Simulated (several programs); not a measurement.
## What each method gives for BBi (zincblende)

BBi built on the zincblende prototype, relaxed with r2SCAN in Ansatz, was computed with several methods. It is cubic, F-43m (No. 216); conventional cell a = 5.490 Å, 20.68 Å³ an atom. B is surrounded by 4 Bi at 2.38 Å; Bi is surrounded by 4 B at 2.38 Å. Values at 0 K without nuclear motion; spin polarisation is off, and the phase may be a hypothetical one.

```cif
data_structure
_symmetry_space_group_name_H-M 'F-43m'
_symmetry_Int_Tables_number 216
_cell_length_a 5.4897
_cell_length_b 5.4897
_cell_length_c 5.4897
_cell_angle_alpha 90.000
_cell_angle_beta 90.000
_cell_angle_gamma 90.000
_cell_volume 165.45
loop_
_atom_site_label
_atom_site_type_symbol
_atom_site_symmetry_multiplicity
_atom_site_Wyckoff_symbol
_atom_site_fract_x
_atom_site_fract_y
_atom_site_fract_z
_atom_site_occupancy
B1 B 4 a 0.00000 0.00000 0.00000 1
Bi1 Bi 4 d 0.25000 0.25000 0.75000 1
```

Gaps and times are for a single point on this cell; volume and bulk modulus come from each method's own relaxation or energy curve at fixed shape. Times are rough, from shared hosts (Arm Neoverse V1; Arm Neoverse V2; Intel Xeon Platinum 8375C CPU @ 2.90GHz), and each method has its own mesh and cell size. PM6 (MOPAC), PM7 (MOPAC), GFN1-xTB (tblite), GFN2-xTB (tblite) treat a cluster of cells at its zone centre, which samples few k points: where these miss a band edge, the gap comes out too large for that reason alone. Gaps from k meshes are read at a limited set of points (mesh, symmetry points, PBE's band edges), so each method's own least gap may be somewhat smaller. xTB and the PM methods were fitted mostly to molecules, and can miss a solid's gap by electronvolts. Minimal bases can be far off for gaps. Times of the plane-wave ladder aren't listed, since it ran on unlike processors and cards. GLLB-SC's gap includes the derivative discontinuity. G0W0 is at finite bands, cutoff and mesh. d marks a direct gap, i an indirect one (no mark: not told apart), a dash a value that wasn't computed or didn't pass its checks.

| method | kind | gap (eV) | own volume (Å³/atom) | bulk modulus (GPa) | atoms computed | processor time |
| --- | --- | --- | --- | --- | --- | --- |
| PBEsol | semilocal | – | 20.29 | – | 2 | – |
| light PBE (260 eV and a coarse mesh) | light plane-wave | 0.22 d | – | – | 2 | 0.81 s |
| GFN1-xTB (tblite) | tight binding | 0 | 19.52 | 102 | cluster | 1.4 s |
| PBE | semilocal | 0.29 d | 21.03 | 71 | 2 | – |
| PM6 (MOPAC) | semi-empirical | 2.57 | – | – | cluster | 3.1 s |
| GFN2-xTB (tblite) | tight binding | 2.31 | 19.79 | 100 | cluster | 3.5 s |
| LDA | semilocal | 0.34 d | 19.80 | – | 2 | – |
| PBE/single zeta (GPAW) | small basis | 0.52 d | – | – | 2 | 4.2 s |
| r2SCAN | semilocal | 0.39 d | 20.68 | 80 | 2 | – |
| PBE/SZV (CP2K) | small basis | 1.10 d | 21.46 | 76 | 2 | 6.3 s |
| PM7 (MOPAC) | semi-empirical | 3.93 | – | – | cluster | 7.7 s |
| GLLB-SC (GPAW) | model potential | 0.24 | – | – | 2 | 9.8 s |
| G0W0@r2SCAN (180 eV screening cutoff) | many-body | 0.64 | – | – | 2 | – |
| PBE/DZVP (CP2K) | small basis | 0.57 i | 21.27 | 70 | 2 | 15 s |
| G0W0@LDA (140 eV screening cutoff) | many-body | 0.64 | – | – | 2 | – |
| PBE+SOC | semilocal | 0.10 d | – | – | 2 | – |
| G0W0@PBE (260 eV screening cutoff) | many-body | 0.50 | – | – | 2 | – |
| G0W0@PBE0 (180 eV screening cutoff) | many-body | 1.02 | – | – | 2 | – |
| G0W0@HSE06 (180 eV screening cutoff) | many-body | 0.87 | – | – | 2 | – |
| LC-ωPBE | hybrid | 5.06 i | – | – | 2 | – |
| PBE0 | hybrid | 1.52 d | – | – | 2 | – |
| HSE06 | hybrid | 0.91 d | 20.25 | – | 2 | – |
| DDH-PBE0 | hybrid | 0.54 d | – | – | 2 | – |
| r2SCAN0 | hybrid | 1.54 d | – | – | 2 | – |
| HSE06+SOC | hybrid | 0.73 d | – | – | 2 | – |

Against HSE06 (0.91 eV) and with closed or daggered gaps left aside, the nearest gap at the points sampled is that of G0W0@HSE06 (180 eV screening cutoff) (-0.04 eV) and the farthest that of LC-ωPBE (+4.15 eV). HSE06 is only a yardstick of convenience, and nearness to it can be luck.

Volumes against r2SCAN's: PBEsol -1.9 %, GFN1-xTB (tblite) -5.6 %, PBE +1.7 %, GFN2-xTB (tblite) -4.3 %, LDA -4.3 %, PBE/SZV (CP2K) +3.7 %, PBE/DZVP (CP2K) +2.9 %, HSE06 -2.1 %.

Only the rows marked +SOC include spin-orbit coupling.
